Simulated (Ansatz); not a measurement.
**C₄H₆BCl: up Jacob's ladder to CCSD(T)**

One table from this session's results is given with a row withheld; the runs are named, their logs left out.

Program: Ansatz 0.2.0, Gaussian basis. Level of theory: functionals in def2-TZVPP, the program's frozen cores in correlated methods. These are calculated values, not measurements.

The runs, in order: LDA (SPW92), PBE-D4, revPBE-D4, BLYP-D4, r2SCAN-D4, B97M-V, PBE0-D4, B3LYP-D4, r2SCANh-D4, r2SCAN0-D4, HSE06-D4, BHLYP-D4, CAM-B3LYP-D4, LC-ωPBE, ωB97X-V, ωB97M-V, B2PLYP, PBE-QIDH; CCSD(T)/def2-SVP; CCSD(T)/def2-TZVPP; MP2/def2-QZVPP; extrapolation to the limit; RPA on PBE.

**The geometry**

An earlier PBE0-D4 in a triple-zeta def2 set relaxation fixed the geometry.

SMILES `CC1=CB(Cl)C1`, 12 atoms, charge 0, spin multiplicity 1.

Atoms are counted from 1 here; the program's logs count them from 0.

Bond lengths: C1–C2 1.479 Å, C1–H7 1.091 Å, C1–H8 1.095 Å, C1–H9 1.095 Å, C2–C3 1.356 Å, C2–C6 1.525 Å, C3–B4 1.522 Å, C3–H10 1.082 Å, B4–Cl5 1.745 Å, B4–C6 1.595 Å, C6–H11 1.094 Å, C6–H12 1.094 Å. Angles: C2–C1–H7 112.4°, C2–C1–H8 109.9°, C2–C1–H9 109.9°, H7–C1–H8 109.2°, H7–C1–H9 109.2°, H8–C1–H9 106.2°, C1–C2–C3 132.4°, C1–C2–C6 126.7°, C3–C2–C6 100.9°, C2–C3–B4 88.2°, C2–C3–H10 129.3°, B4–C3–H10 142.6°, C3–B4–Cl5 135.6°, C3–B4–C6 91.0°, Cl5–B4–C6 133.4°, C2–C6–B4 80.0°, C2–C6–H11 114.8°, C2–C6–H12 114.9° and more.

Set-up of the first run:

in.yaml reads:

```yaml
crystal:
  periodic: [false, false, false]
  atoms:
    - {symbol: C, position_ang: [-0.123156, -0.824956, 1.522206]}
    - {symbol: C, position_ang: [0.113984, -0.069150, 0.272832]}
    - {symbol: C, position_ang: [1.133359, 0.727354, -0.134318]}
    - {symbol: B, position_ang: [0.389793, 0.923881, -1.447953]}
    - {symbol: Cl, position_ang: [0.688299, 1.791650, -2.931651]}
    - {symbol: C, position_ang: [-0.803461, -0.006974, -0.943779]}
    - {symbol: H, position_ang: [0.690839, -0.708714, 2.238664]}
    - {symbol: H, position_ang: [-0.253791, -1.888368, 1.295620]}
    - {symbol: H, position_ang: [-1.059086, -0.494327, 1.984995]}
    - {symbol: H, position_ang: [2.040409, 1.000514, 0.389305]}
    - {symbol: H, position_ang: [-1.777271, 0.457317, -0.761344]}
    - {symbol: H, position_ang: [-0.962919, -0.963427, -1.450777]}
basis:
  gaussian: {orbitals: def2-TZVPP}
hamiltonian: {xc: lda}
output: {orbitals: {seedname: orbitals}}
```

Steps of the session up to this table: LDA; PBE-D4 (GGA); revPBE-D4 (GGA); BLYP-D4 (GGA); r2SCAN-D4 (meta-GGA); B97M-V (meta-GGA); PBE0-D4 (hybrid); B3LYP-D4 (hybrid); r2SCANh-D4 (hybrid); r2SCAN0-D4 (hybrid); HSE06-D4 (hybrid); BHLYP-D4 (hybrid); CAM-B3LYP-D4 (range-separated); LC-ωPBE (range-separated); ωB97X-V (range-separated); ωB97M-V (range-separated); B2PLYP (double hybrid); PBE-QIDH (double hybrid).

One of the session's tables, all rows but one given; the rest of the session is left out.

It belongs to the step «Orbital energies across the functionals». 

| functional | HOMO (eV) | gap (eV) |
| --- | --- | --- |
| LDA (SPW92) | ? | ? |
| PBE-D4 | -6.63 | 4.43 |
| revPBE-D4 | -6.57 | 4.47 |
| BLYP-D4 | -6.45 | 4.44 |
| r2SCAN-D4 | -6.82 | 4.87 |
| B97M-V | -6.83 | 4.99 |
| PBE0-D4 | -7.72 | 6.50 |
| B3LYP-D4 | -7.48 | 6.08 |
| r2SCANh-D4 | -7.23 | 5.63 |
| r2SCAN0-D4 | -7.85 | 6.78 |
| HSE06-D4 | -7.32 | 5.72 |
| BHLYP-D4 | -8.63 | 8.56 |
| CAM-B3LYP-D4 | -8.98 | 8.92 |
| LC-ωPBE | -10.35 | 11.40 |
| ωB97X-V | -9.97 | 10.98 |
| ωB97M-V | -9.86 | 10.73 |

Q: Estimate the row for LDA (SPW92) from the others.

As computed: HOMO (eV): -6.77; gap (eV): 4.33. In the column «HOMO (eV)» it lies between r2SCAN-D4 (-6.82) and PBE-D4 (-6.63).
